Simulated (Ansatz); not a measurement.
# BGeH6: the cost of one run

Method: cc-pVDZ, all electrons in the functionals, frozen cores in the correlation of double hybrids and RPA; program: Ansatz 0.2.0, Gaussian basis.

The runs, in order: wB97M-V, B2PLYP, RPA-PBE, at 1.534 Å; 1.581 Å; 1.675 Å; 1.769 Å; 1.863 Å.

### Step 1. The system

The geometry derives from fragments relaxed apart (PBE0/def2-TZVP) and kept rigid, so it is no stationary point. A hydrogen atom is moved between rigid fragments. No spin-orbit coupling is included. The filled d shell of Ge may be among the frozen orbitals whatever the setting's name suggests; the logs give the count.

8 atoms, charge 0, spin multiplicity 2.

Atoms are counted from 1 here; the program's logs count them from 0.

Bond lengths: Ge1–H2 1.534 Å, Ge1–H3 1.534 Å, Ge1–H4 1.534 Å, Ge1–H5 1.534 Å, B6–H7 1.191 Å, B6–H8 1.191 Å. Angles: H2–Ge1–H3 109.5°, H2–Ge1–H4 109.5°, H2–Ge1–H5 109.5°, H3–Ge1–H4 109.5°, H3–Ge1–H5 109.5°, H4–Ge1–H5 109.5°, H7–B6–H8 129.4°.

No dispersion term is added; wB97M-V holds VV10 nonlocal correlation.

The geometry shown and the zero of energy belong to the point 1.534 Å. The yardstick, UCCSDT(Q), and other wave-function levels (R restricted, U unrestricted, valence and pair active spaces) come from earlier runs.

### Step 2. wB97M-V, 1.534 Å

Input file in.yaml:

```yaml
crystal:
  periodic: [false, false, false]
  atoms:
    - {symbol: Ge, position_ang: [-0.446154, 0.000000, 0.000000]}
    - {symbol: H, position_ang: [-0.957604, 1.446599, 0.000001]}
    - {symbol: H, position_ang: [-0.957603, -0.723300, 1.252791]}
    - {symbol: H, position_ang: [-0.957604, -0.723299, -1.252792]}
    - {symbol: H, position_ang: [1.088196, 0.000000, 0.000000]}
    - {symbol: B, position_ang: [2.586846, 0.000000, 0.000000]}
    - {symbol: H, position_ang: [3.095919, 0.000000, 1.077008]}
    - {symbol: H, position_ang: [3.095919, 0.000000, -1.077009]}
basis:
  gaussian: {orbitals: cc-pVDZ}
magnetization: {spin_polarized: true, initial_magnetization: 1}
hamiltonian: {xc: {name: wB97M-V}}
output: {forces: true, orbitals: {seedname: orbitals}}
```

Run with:

```sh
> ansatz run in.yaml --threads 1 --pin off --events-out ev --progress --plain --max-ram 2816MiB --backend cpu
```

**Question.** How long does this run take on 1 thread of AMD EPYC 7R13, shared host, and how much memory does it need?

About 27 s, with a peak of 0.36 GiB.
